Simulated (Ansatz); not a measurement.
## GaGe3 under changes of volume

One of the cells (19.430 Å³/atom); the others are scaled copies at fixed shape and fractional positions:

```
CELL_PARAMETERS angstrom
0.00000 3.38717 3.38717
3.38717 0.00000 3.38717
3.38717 3.38717 0.00000
ATOMIC_POSITIONS crystal
Ge 0.50000 0.50000 0.50000
Ge 0.75000 0.75000 0.75000
Ge 0.25000 0.25000 0.25000
Ga 0.00000 0.00000 0.00000
```

The cell comes from a database or a generator and needn't be the stable form of this composition.

* Program: Ansatz 0.2.0
* Functional: PBEsol
* Potentials or basis: all-electron LAPW, scalar-relativistic
* Cutoff: 202 eV (chosen from the basis error)
* Basis error allowed: 0.001 eV/atom
* k mesh: 7 × 7 × 7
* Occupations: fermi-dirac, width 0.05 eV
* Spin: no spin polarisation

```csv
volume (Å³/atom),energy over the lowest point (meV/atom),pressure (GPa)
18.264,0.00,0.1
18.653,1.62,-1.4
19.042,6.71,-2.7
19.430,14.86,-3.9
19.819,25.69,-4.9
20.208,?,?
20.596,54.18,-6.7
```

Problem. What does the run at 20.208 Å³/atom give?

Solution. Energy over the lowest point 38.89 meV/atom; pressure -5.8 GPa.

Worked out: A Birch-Murnaghan fit of order 3 (a polynomial in V^(-2/3)) to the other rows has its minimum at 18.29 Å³/atom with B0 = V·E''(V) = 76 GPa and B' = 5.0. It gives 38.92 meV/atom at 20.208 Å³/atom, against the run's 38.89, and -dE/dV = -5.9 GPa, against -5.8.

Energies are extrapolated to zero smearing.
